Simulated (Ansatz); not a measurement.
# CH₈AlNO₃: basis-set convergence

An exercise on one series of results from a longer session: the logs are not shown, and one member is left open.

Program: Ansatz 0.2.0, Gaussian basis. Level of theory: one geometry, several basis sets. These are calculated values, not measurements.

The runs, in order: PBE0-D4/def2-SVP; ωB97M-V/def2-SVP; PBE0-D4/def2-QZVPP; ωB97M-V/def2-QZVPP; the functionals' def2-TZVPP values are taken from earlier runs.

### The relaxed structure

An earlier PBE0-D4 in a triple-zeta def2 set relaxation fixed the geometry.

14 atoms, charge 0, spin multiplicity 1.

Atoms are counted from 1 here; the program's logs count them from 0.

Bond lengths: C1–N2 1.472 Å, C1–H7 1.092 Å, C1–H8 1.089 Å, C1–H9 1.089 Å, N2–Al3 2.003 Å, N2–H10 1.015 Å, N2–H11 1.016 Å, Al3–O4 1.724 Å, Al3–O5 1.723 Å, Al3–O6 1.724 Å, O4–H12 0.955 Å, O5–H13 0.955 Å, O6–H14 0.955 Å. Angles: N2–C1–H7 112.2°, N2–C1–H8 108.3°, N2–C1–H9 108.2°, H7–C1–H8 110.0°, H7–C1–H9 109.6°, H8–C1–H9 108.3°, C1–N2–Al3 113.4°, C1–N2–H10 110.8°, C1–N2–H11 110.5°, Al3–N2–H10 107.8°, Al3–N2–H11 107.5°, H10–N2–H11 106.5°, N2–Al3–O4 98.8°, N2–Al3–O5 99.6°, N2–Al3–O6 100.4°, O4–Al3–O5 117.9°, O4–Al3–O6 117.1°, O5–Al3–O6 116.8° and more.

The first run:

Contents of in.yaml:

```yaml
crystal:
  periodic: [false, false, false]
  atoms:
    - {symbol: C, position_ang: [0.239115, -1.648039, 0.834637]}
    - {symbol: N, position_ang: [0.923475, -0.478909, 0.259809]}
    - {symbol: Al, position_ang: [-0.333433, 0.903066, -0.464249]}
    - {symbol: O, position_ang: [-1.014404, 1.446653, 1.023086]}
    - {symbol: O, position_ang: [0.797015, 1.933211, -1.257477]}
    - {symbol: O, position_ang: [-1.330176, -0.079750, -1.471218]}
    - {symbol: H, position_ang: [0.942404, -2.396480, 1.205181]}
    - {symbol: H, position_ang: [-0.398612, -2.083589, 0.066787]}
    - {symbol: H, position_ang: [-0.393871, -1.304609, 1.651813]}
    - {symbol: H, position_ang: [1.545049, -0.758268, -0.493050]}
    - {symbol: H, position_ang: [1.504017, -0.026751, 0.959816]}
    - {symbol: H, position_ang: [-1.960756, 1.496917, 1.137098]}
    - {symbol: H, position_ang: [0.867045, 2.854956, -1.019480]}
    - {symbol: H, position_ang: [-1.399768, 0.112393, -2.403952]}
basis:
  gaussian: {orbitals: def2-SVP}
hamiltonian: {xc: pbe0, dispersion: d4}
output: {orbitals: {seedname: orbitals}}
```

Started as:

```
$ ansatz run in.yaml --threads 4 --pin off --events-out ev --progress --plain --max-ram 11315MiB
```

Steps of the session up to this table: PBE0-D4 in def2-SVP; ωB97M-V in def2-SVP; PBE0-D4 in def2-QZVPP; ωB97M-V in def2-QZVPP.

One of the session's tables, all rows but one given; the rest of the session is left out.

It belongs to the step «Density functionals: the series». 

```
functional       basis  HOMO (eV)  LUMO (eV)
   PBE0-D4    def2-SVP      -7.41       0.87
   PBE0-D4  def2-TZVPP      -7.77       0.29
   PBE0-D4  def2-QZVPP      -7.87      -0.05
   ωB97M-V    def2-SVP          ?          ?
   ωB97M-V  def2-TZVPP     -10.26       1.70
   ωB97M-V  def2-QZVPP     -10.36       1.12
```

Q: Estimate the row for ωB97M-V, def2-SVP from the others.

As computed: HOMO (eV): -9.87; LUMO (eV): 2.45. In the column «HOMO (eV)» it lies between ωB97M-V, def2-TZVPP (-10.26) and PBE0-D4, def2-QZVPP (-7.87).
